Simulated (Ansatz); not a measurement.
**CH6F2O2Si2: a ladder of functionals and wavefunction methods**

One table from this session's results is given with a row withheld; the runs are named, their logs left out.

Method: functionals in def2-TZVPP, the program's frozen cores in correlated methods; program: Ansatz 0.2.0, Gaussian basis.

The runs, in order: PBE-D4, r2SCAN-D4, PBE0-D4, B3LYP-D4, ωB97X-V, ωB97M-V, B2PLYP; CCSD(T)/def2-TZVPP; MP2/def2-QZVPP; extrapolation to the limit.

## The geometry

All runs share one geometry, relaxed beforehand with PBE0-D4 in a triple-zeta def2 set.

SMILES `O[SiH2]C[Si](O)(F)F`, 13 atoms, charge 0, spin multiplicity 1.

Atoms are counted from 1 here; the program's logs count them from 0.

Bond lengths: O1–Si2 1.642 Å, O1–H8 0.963 Å, Si2–C3 1.882 Å, Si2–H9 1.489 Å, Si2–H10 1.482 Å, C3–Si4 1.826 Å, C3–H11 1.095 Å, C3–H12 1.095 Å, Si4–O5 1.633 Å, Si4–F6 1.587 Å, Si4–F7 1.587 Å, O5–H13 0.959 Å. Angles: Si2–O1–H8 114.5°, O1–Si2–C3 110.2°, O1–Si2–H9 112.3°, O1–Si2–H10 106.7°, C3–Si2–H9 108.0°, C3–Si2–H10 110.3°, H9–Si2–H10 109.4°, Si2–C3–Si4 114.2°, Si2–C3–H11 109.3°, Si2–C3–H12 108.1°, Si4–C3–H11 108.8°, Si4–C3–H12 108.7°, H11–C3–H12 107.5°, C3–Si4–O5 108.6°, C3–Si4–F6 111.5°, C3–Si4–F7 113.5°, O5–Si4–F6 109.4°, O5–Si4–F7 108.9° and more.

The first run:

in.yaml

```yaml
crystal:
  periodic: [false, false, false]
  atoms:
    - {symbol: O, position_ang: [-1.001274, 1.765008, -0.936676]}
    - {symbol: Si, position_ang: [-1.350679, 0.162245, -1.001570]}
    - {symbol: C, position_ang: [0.195023, -0.855476, -0.660945]}
    - {symbol: Si, position_ang: [0.981378, -0.505365, 0.949166]}
    - {symbol: O, position_ang: [0.912554, 1.103383, 1.222454]}
    - {symbol: F, position_ang: [0.252206, -1.272556, 2.131139]}
    - {symbol: F, position_ang: [2.494967, -0.976419, 1.029504]}
    - {symbol: H, position_ang: [-0.447942, 2.022851, -0.191713]}
    - {symbol: H, position_ang: [-2.387778, -0.230069, -0.007848]}
    - {symbol: H, position_ang: [-1.852775, -0.108505, -2.369306]}
    - {symbol: H, position_ang: [-0.055095, -1.920912, -0.706620]}
    - {symbol: H, position_ang: [0.919323, -0.652314, -1.457116]}
    - {symbol: H, position_ang: [1.340103, 1.468131, 1.999531]}
basis:
  gaussian: {orbitals: def2-TZVPP}
hamiltonian: {xc: pbe, dispersion: d4}
output: {forces: true, orbitals: {seedname: orbitals}}
```

Started as:

```
$ ansatz run in.yaml --threads 2 --pin off --events-out ev --progress --plain --max-ram 32768MiB --backend cuda --devices 0, --max-vram 18GiB
```

Among the steps run: PBE-D4 (GGA); r2SCAN-D4 (meta-GGA); PBE0-D4 (hybrid); B3LYP-D4 (hybrid); ωB97X-V (range-separated); ωB97M-V (range-separated); B2PLYP (double hybrid); CCSD(T) in def2-TZVPP; MP2 in def2-QZVPP.

One of the session's tables, all rows but one given; the rest of the session is left out.

It belongs to the step «Atomisation energies». 

| method | atomisation energy (kJ/mol) |
| --- | --- |
| PBE-D4 | 5270.7 |
| r2SCAN-D4 | 5240.1 |
| PBE0-D4 | 5174.2 |
| B3LYP-D4 | 5197.6 |
| ωB97X-V | ? |
| ωB97M-V | 5247.1 |
| B2PLYP | 5168.9 |
| HF/def2-TZVPP | 3854.7 |
| MP2/def2-TZVPP | 5249.3 |
| CCSD/def2-TZVPP | 5035.2 |
| CCSD(T)/def2-TZVPP | 5107.9 |
| MP2/CBS | 5404.0 |
| CCSD(T)/CBS | 5262.6 |

Estimate the missing values for ωB97X-V.

The run gave: atomisation energy (kJ/mol): 5244.1. In the column «atomisation energy (kJ/mol)» it lies between r2SCAN-D4 (5240.1) and ωB97M-V (5247.1).

Limits of these values: Free atoms (2 O, 2 Si, 1 C, 2 F, 6 H) were run apart at each level; the atomisation energy is their sum less the molecule, without zero-point or spin-orbit terms.
